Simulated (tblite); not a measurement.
# C3H8SSi (SMILES C1CSC[SiH2]1): GFN1-xTB

Wanted: a geometry optimisation of C3H8SSi. 

Program for the calculation: tblite 0.8.0.

7 further runs of the same task are left out: 7 set aside as unsound or not needed.

## 1. The structure to begin with

C3H8SSi: 13 atoms, total charge 0, spin state singlet. SMILES: `C1CSC[SiH2]1`. Geometry: a rough force-field guess. This is one conformer, not always the lowest. The run starts from this shape.

Bond lengths: C1–C2 1.484 Å, C2–S3 1.834 Å, S3–C4 1.924 Å, C1–Si5 1.874 Å, C4–Si5 1.852 Å, C1–H6 1.163 Å, C1–H7 1.110 Å, C2–H8 1.050 Å, C2–H9 1.123 Å, C4–H10 1.046 Å, C4–H11 1.073 Å, Si5–H12 1.522 Å, Si5–H13 1.523 Å. Some angles: C1–C2–S3 107.2°, C2–C1–Si5 110.2°, C2–S3–C4 97.4°, S3–C4–Si5 102.8°, C1–Si5–C4 101.3°, C1–C2–H8 112.6°, C1–C2–H9 108.7°, S3–C2–H8 110.1°, S3–C2–H9 111.6°, C2–C1–H6 110.2°.

## 2. A structure relaxation at GFN1-xTB

The input, molecule.sdf:

```

     RDKit          3D

 13 13  0  0  0  0  0  0  0  0999 V2000
   -0.7316    0.6114    0.7343 C   0  0  0  0  0  0  0  0  0  0  0  0
   -0.8156   -0.8500    0.9762 C   0  0  0  0  0  0  0  0  0  0  0  0
   -0.6091   -1.6795   -0.6461 S   0  0  0  0  0  0  0  0  0  0  0  0
    0.9221   -0.6780   -1.2423 C   0  0  0  0  0  0  0  0  0  0  0  0
    0.6430    0.9879   -0.4828 Si  0  0  0  0  0  4  0  0  0  0  0  0
   -1.7216    0.9974    0.2628 H   0  0  0  0  0  0  0  0  0  0  0  0
   -0.6344    1.2103    1.6641 H   0  0  0  0  0  0  0  0  0  0  0  0
   -1.7264   -1.1344    1.4136 H   0  0  0  0  0  0  0  0  0  0  0  0
   -0.0047   -1.1429    1.6962 H   0  0  0  0  0  0  0  0  0  0  0  0
    1.7757   -1.1702   -0.8898 H   0  0  0  0  0  0  0  0  0  0  0  0
    0.8187   -0.6566   -2.3099 H   0  0  0  0  0  0  0  0  0  0  0  0
    1.8811    1.3965    0.3031 H   0  0  0  0  0  0  0  0  0  0  0  0
    0.2234    2.0734   -1.4645 H   0  0  0  0  0  0  0  0  0  0  0  0
  2  1  1  0
  3  2  1  0
  4  3  1  0
  5  4  1  0
  5  1  1  0
  6  1  1  0
  7  1  1  0
  8  2  1  0
  9  2  1  0
 10  4  1  0
 11  4  1  0
 12  5  1  0
 13  5  1  0
M  END
$$$$
```

The input, script.py:

```python
import json
import numpy as np
from tblite.interface import Calculator
from rdkit import Chem
from scipy.optimize import minimize

mol = Chem.MolFromMolFile("molecule.sdf", removeHs=False, sanitize=False)
symbols = [a.GetSymbol() for a in mol.GetAtoms()]
numbers = np.array([a.GetAtomicNum() for a in mol.GetAtoms()])
positions = mol.GetConformer().GetPositions() / 0.52917721

calc = Calculator("GFN1-xTB", numbers, positions, charge=0, uhf=0)
calc.set("verbosity", 0)
last, frames, energies, grads = [None], [], [], []

def fun(x):
    calc.update(x.reshape(-1, 3))
    last[0] = calc.singlepoint(last[0])
    return float(last[0].get('energy')), last[0].get('gradient').ravel()

def show(x):
    e, g = fun(x)
    frames.append(x.reshape(-1, 3).tolist())
    energies.append(e)
    grads.append(g.reshape(-1, 3).tolist())
    print(f"{len(energies) - 1:4d} {e:16.9f} {np.abs(g).max():12.3e} {np.linalg.norm(g):12.3e}")

print("step      energy/Eh       max grad     grad norm")
show(positions.ravel())
opt = minimize(fun, positions.ravel(), jac=True, method="BFGS", callback=show, options={"gtol": 0.001, "maxiter": 500})
print("converged:", opt.success, "-", opt.message)
fun(opt.x)
wfn = last[0]
final = opt.x.reshape(-1, 3)
print("final geometry (angstrom)")
for s, p in zip(symbols, final * 0.529177210903):
    print(f"{s:<2} {p[0]:12.6f} {p[1]:12.6f} {p[2]:12.6f}")
print(f"E(total): {wfn.get('energy') * 27.211386:.8f} eV")
eps = np.atleast_2d(wfn.get("orbital-energies")) * 27.211386
occ = np.atleast_2d(wfn.get("orbital-occupations"))
filled = occ.sum(axis=0) if eps.shape[0] == 1 else occ[0]
homo = np.nonzero(filled > 0.5)[0].max()
print("  MO   occupation   energy/eV")
for i in range(max(0, homo - 4), min(eps.shape[1], homo + 5)):
    print(f"{i + 1:4d} {filled[i]:10.4f} {eps[0, i]:12.4f}")
mu = wfn.get("dipole") * 2.541746
print(f"Dipole moment: {np.linalg.norm(mu):.4f} D, components " + " ".join(f"{c:.4f}" for c in mu))
q = wfn.get("charges")
print("Charges:", " ".join(f"{s}{i + 1}={c:+.4f}" for i, (s, c) in enumerate(zip(symbols, q))))
out = {k: np.asarray(wfn.get(k)).tolist() for k in ("energy", "gradient", "charges", "dipole", "orbital-energies", "orbital-occupations")}
out.update(symbols=symbols, positions=(positions * 0.529177210903).tolist(), final=final.tolist(), frames=frames, step_energies=energies, grads=grads, success=bool(opt.success))
json.dump(out, open("results.json", "w"))
```

Run with:

```
$ python script.py
```

**Question.** What will come out? Wanted: total energy at the end; dipole moment; HOMO energy; LUMO energy; HOMO–LUMO gap.

**Answer.** As computed:

At GFN1-xTB:

| quantity | value |
| --- | --- |
| total energy at the end | -16.19548 Eh |
| dipole moment | 0.70 D |
| HOMO energy | -10.51 eV |
| LUMO energy | -5.69 eV |
| HOMO–LUMO gap | 4.83 eV |

**Reading.** At the final geometry: Bond lengths: C1–C2 1.544 Å, C2–S3 1.826 Å, S3–C4 1.847 Å, C1–Si5 1.912 Å, C4–Si5 1.901 Å, C1–H6 1.101 Å, C1–H7 1.097 Å, C2–H8 1.091 Å, C2–H9 1.093 Å, C4–H10 1.097 Å, C4–H11 1.095 Å, Si5–H12 1.455 Å, Si5–H13 1.452 Å. Some angles: C1–C2–S3 109.2°, C2–C1–Si5 105.6°, C2–S3–C4 98.4°, S3–C4–Si5 104.2°, C1–Si5–C4 101.3°, C1–C2–H8 111.6°, C1–C2–H9 111.1°, S3–C2–H8 106.3°, S3–C2–H9 110.0°, C2–C1–H6 107.1°. The optimisation took 16 steps and changed the energy by -0.462 eV.
